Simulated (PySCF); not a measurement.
# C4H14N2Si (SMILES CN(C)[SiH2]N(C)C) at 3 levels

Wanted: a comparison of 3 runs (M06-L/def2-SVP, TPSS/def2-SVP, r2SCAN/def2-SVP) of C4H14N2Si. The job is set up through a Python script.

The calculation is run with PySCF 2.14.0.

### 1 The system as given

C4H14N2Si has 21 atoms, charge 0, and is taken as a singlet. SMILES: `CN(C)[SiH2]N(C)C`. The coordinates come from a PBE0-D4/def2-TZVP relaxation. This is one conformer, not always the lowest.

Some bond lengths: C1–N2 1.439 Å, N2–C3 1.441 Å, N2–Si4 1.714 Å, Si4–N5 1.714 Å, N5–C6 1.439 Å, N5–C7 1.441 Å, C1–H8 1.100 Å, C1–H9 1.092 Å, C1–H10 1.099 Å, C3–H11 1.092 Å, C3–H12 1.098 Å, C3–H13 1.100 Å, Si4–H14 1.494 Å, Si4–H15 1.494 Å, C6–H16 1.099 Å, C6–H17 1.100 Å. Some angles: C1–N2–C3 113.9°, C1–N2–Si4 123.6°, C3–N2–Si4 121.3°, N2–Si4–N5 109.5°, Si4–N5–C6 123.6°, Si4–N5–C7 121.3°, C6–N5–C7 113.9°, N2–C1–H8 112.3°, N2–C1–H9 110.4°, N2–C1–H10 110.9°.

### 2 The energy at M06-L/def2-SVP (run 1)

File run.py:

```python
from pyscf import gto, dft

mol = gto.Mole()
mol.atom = '''
C        1.061960      -1.916750      -1.628160
N        0.400570      -0.742520      -1.123120
C        0.601640       0.434280      -1.930070
Si      -0.781910      -0.779030       0.116660
N       -0.570940       0.572760       1.148560
C       -1.662270       1.318740       1.717630
C        0.710850       0.873280       1.734350
H        0.700660      -2.201840      -2.627050
H        0.897470      -2.763070      -0.958680
H        2.145370      -1.753060      -1.707170
H        0.107140       1.294450      -1.473900
H        1.670160       0.672350      -2.018730
H        0.205720       0.311870      -2.948790
H       -0.587450      -2.122430       0.740340
H       -2.204240      -0.658920      -0.323860
H       -1.496600       2.399410       1.610240
H       -1.793680       1.113080       2.790020
H       -2.597140       1.069760       1.212130
H        1.497590       0.304170       1.234690
H        0.743470       0.633920       2.807280
H        0.951650       1.939540       1.627610
'''
mol.basis = 'def2-svp'
mol.verbose = 3
mol.max_memory = 1860
mol.spin = 0
mol.build()

mf = dft.RKS(mol)
mf.xc = 'm06-l'
mf.conv_tol = 1e-10
mf.grids.level = 5
mf.kernel()
if not mf.converged:
    mf = mf.newton().run(mf.mo_coeff, mf.mo_occ)

e_tot = mf.e_tot
print('E = %.10f Eh' % e_tot)
```

Command:

```sh
$ OMP_NUM_THREADS=1 python run.py
```

What it wrote:

```text
converged SCF energy = -559.538323512704
E = -559.5383235127 Eh
```

Run time: 6.1 min. Hardware: 1 thread of Intel Xeon at 2.50GHz (Skylake/Cascade Lake), shared host; peak memory 1.6 GiB.

### 3 The energy at TPSS/def2-SVP (run 2)

File run.py:

```python
# CN(C)[SiH2]N(C)C
from pyscf import gto, dft

mol = gto.M(
    atom=[
    ('C', (1.061960, -1.916750, -1.628160)),
    ('N', (0.400570, -0.742520, -1.123120)),
    ('C', (0.601640, 0.434280, -1.930070)),
    ('Si', (-0.781910, -0.779030, 0.116660)),
    ('N', (-0.570940, 0.572760, 1.148560)),
    ('C', (-1.662270, 1.318740, 1.717630)),
    ('C', (0.710850, 0.873280, 1.734350)),
    ('H', (0.700660, -2.201840, -2.627050)),
    ('H', (0.897470, -2.763070, -0.958680)),
    ('H', (2.145370, -1.753060, -1.707170)),
    ('H', (0.107140, 1.294450, -1.473900)),
    ('H', (1.670160, 0.672350, -2.018730)),
    ('H', (0.205720, 0.311870, -2.948790)),
    ('H', (-0.587450, -2.122430, 0.740340)),
    ('H', (-2.204240, -0.658920, -0.323860)),
    ('H', (-1.496600, 2.399410, 1.610240)),
    ('H', (-1.793680, 1.113080, 2.790020)),
    ('H', (-2.597140, 1.069760, 1.212130)),
    ('H', (1.497590, 0.304170, 1.234690)),
    ('H', (0.743470, 0.633920, 2.807280)),
    ('H', (0.951650, 1.939540, 1.627610)),
],
    max_memory=1860,
    basis='def2-svp',
    spin=0,
    verbose=3,
)

myscf = dft.RKS(mol)
myscf.xc = 'tpss'
myscf.grids.level = 5
myscf.conv_tol = 1e-10
myscf.kernel()
if not myscf.converged:
    myscf = myscf.newton().run(myscf.mo_coeff, myscf.mo_occ)

e_final = myscf.e_tot
print('Final energy', e_final)
```

Command:

```sh
$ OMP_NUM_THREADS=1 python run.py
```

What it wrote:

```text
converged SCF energy = -559.655689349085
Final energy -559.6556893490849
```

It took 4.6 min on 1 thread of Intel Xeon at 2.50GHz (Skylake/Cascade Lake), shared host; peak memory 1.6 GiB.

### 4 The energy at r2SCAN/def2-SVP (run 3)

File calc.py:

```python
from pyscf import gto, dft

mol = gto.M(
    atom='''
C        1.061960      -1.916750      -1.628160
N        0.400570      -0.742520      -1.123120
C        0.601640       0.434280      -1.930070
Si      -0.781910      -0.779030       0.116660
N       -0.570940       0.572760       1.148560
C       -1.662270       1.318740       1.717630
C        0.710850       0.873280       1.734350
H        0.700660      -2.201840      -2.627050
H        0.897470      -2.763070      -0.958680
H        2.145370      -1.753060      -1.707170
H        0.107140       1.294450      -1.473900
H        1.670160       0.672350      -2.018730
H        0.205720       0.311870      -2.948790
H       -0.587450      -2.122430       0.740340
H       -2.204240      -0.658920      -0.323860
H       -1.496600       2.399410       1.610240
H       -1.793680       1.113080       2.790020
H       -2.597140       1.069760       1.212130
H        1.497590       0.304170       1.234690
H        0.743470       0.633920       2.807280
H        0.951650       1.939540       1.627610
''',
    spin=0,
    max_memory=1860,
    basis='def2-svp',
    verbose=3,
)

mf = dft.RKS(mol, xc='r2scan')
mf.conv_tol = 1e-10
mf.grids.level = 5
mf.kernel()
if not mf.converged:
    mf = mf.newton().run(mf.mo_coeff, mf.mo_occ)

e_tot = mf.e_tot
print('Final energy', e_tot)
```

Command:

```sh
$ OMP_NUM_THREADS=1 python calc.py
```

What it wrote:

```text
converged SCF energy = -559.381792130896
Final energy -559.381792130896
```

Run time: 5.1 min. Hardware: 1 thread of Intel Xeon at 2.50GHz (Skylake/Cascade Lake), shared host; peak memory 1.6 GiB.

### 5 The series

| run | level | energy (Eh) | dipole moment (D) | HOMO energy (eV) | LUMO energy (eV) | wall time |
| --- | --- | --- | --- | --- | --- | --- |
| 1 | M06-L/def2-SVP | -559.538324 | 0.92 | -5.09 | 1.50 | 6.1 min |
| 2 | TPSS/def2-SVP | -559.655689 | 0.97 | -4.92 | 1.06 | 4.6 min |
| 3 | r2SCAN/def2-SVP | -559.381792 | 0.97 | -5.07 | 1.30 | 5.1 min |

### 6 Results

```
            quantity          value
 run 3: total energy  -559.38179 Eh
run 3: dipole moment         0.97 D
  run 3: HOMO energy       -5.07 eV
  run 3: LUMO energy        1.30 eV
run 3: HOMO–LUMO gap        6.37 eV
```

The dipole moment (its size) runs from 0.92 D (M06-L/def2-SVP) to 0.97 D (TPSS/def2-SVP). The HOMO–LUMO gap runs from 5.98 eV (TPSS/def2-SVP) to 6.59 eV (M06-L/def2-SVP). Totals of different functionals can't be ranked against each other. All runs together took 16 min, the longest 6.1 min.
